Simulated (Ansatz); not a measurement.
# Si: a tetragonal deformation path

The task here is to estimate one member of a computed series from the others.

Computed with Ansatz 0.2.0 (DFT r2SCAN, scalar-relativistic, plane waves, PAW, unless a step's input says otherwise).

### The structure to begin with

The structure is cubic, space group Fd-3m (No. 227). The conventional cell has a = 5.431 Å, b = 5.431 Å, c = 5.431 Å, α = 90.00°, β = 90.00°, γ = 90.00°. Si (site symmetry -43m) has 4 Si at 2.35 Å in its first shell of neighbours.

Coordinates:

```cif
data_structure
_symmetry_space_group_name_H-M 'Fd-3m:1'
_symmetry_Int_Tables_number 227
_cell_length_a 5.4309
_cell_length_b 5.4309
_cell_length_c 5.4309
_cell_angle_alpha 90.000
_cell_angle_beta 90.000
_cell_angle_gamma 90.000
_cell_volume 160.19
loop_
_atom_site_label
_atom_site_type_symbol
_atom_site_symmetry_multiplicity
_atom_site_Wyckoff_symbol
_atom_site_fract_x
_atom_site_fract_y
_atom_site_fract_z
_atom_site_occupancy
Si1 Si 8 a 0.50000 0.00000 0.50000 1
```

No relaxation comes first: the listed cell is the starting point.

The first run:

File input.yaml:

```yaml
crystal:
  lattice:
    - [0.0, 2.71547, 2.71547]
    - [2.71547, 0.0, 2.71547]
    - [2.71547, 2.71547, 0.0]
  atoms:
    - { symbol: Si, position: [0.5, 0.5, 0.5] }
    - { symbol: Si, position: [0.75, 0.75, 0.75] }
basis:
  ecutwfc: 500
kpoints:
  mp_grid: { grid: [10, 10, 10] }
hamiltonian:
  xc: r2scan
scf:
  occupations: { method: gaussian, width: 0.05 }
output:
  forces: true
  stress: true
  eigenvalues: true
```

Started as:

```
$ ansatz run input.yaml --threads 1 --pin off --max-ram 2560MiB --backend cpu --events-out ev --progress --plain --runs-dir out
```

Steps of the session up to this table: Zero of the scan; Point ρ = 0.707; Point ρ = 1.414; Point ρ = 0.850; ρ = 1.200; Point ρ = 0.780; ρ = 1.300; At ρ = 0.920; ρ = 1.100; At ρ = 0.650; Point ρ = 1.500; At ρ = 0.960; ρ = 1.050.

One of the session's tables, all rows but one given; the rest of the session is left out.

Collected from the runs (energy zero: the undisturbed cell):

```
    ρ  ΔE (meV/atom)  pressure (GPa)  gap on the mesh (eV)
0.650          427.3            -5.8                  0.00
0.707          314.2            -3.9                  0.00
0.780          189.4            -1.8                  0.00
0.850           94.5            -0.3                  0.00
0.920           27.9             0.5                  0.00
0.960            7.1             0.7                  0.31
1.000            0.0             0.7                  0.77
1.050              ?               ?                     ?
1.100           44.4             0.5                  0.21
1.200          174.8            -0.2                  0.00
1.300          370.9            -1.2                  0.00
1.414          604.3            -2.6                  0.00
1.500          745.0            -4.3                  0.00
```

Estimate the missing values for ρ = 1.050.

Worked estimate for «ΔE (meV/atom)». A straight line through the neighbours (1.000, 0.0) and (1.100, 44.4) gives 0.0 + (44.4 − 0.0) × (1.050 − 1.000) / (1.100 − 1.000) = 22.2; a parabola fitted to 4 rows on both sides gives 11.4.

The run gave: ΔE (meV/atom): 11.1; pressure (GPa): 0.7; gap on the mesh (eV): 0.49. In «ΔE (meV/atom)» the line misses by +11.1 and the parabola by +0.3.

Where the gap reads zero, the mesh chosen for the insulator is on the coarse side.
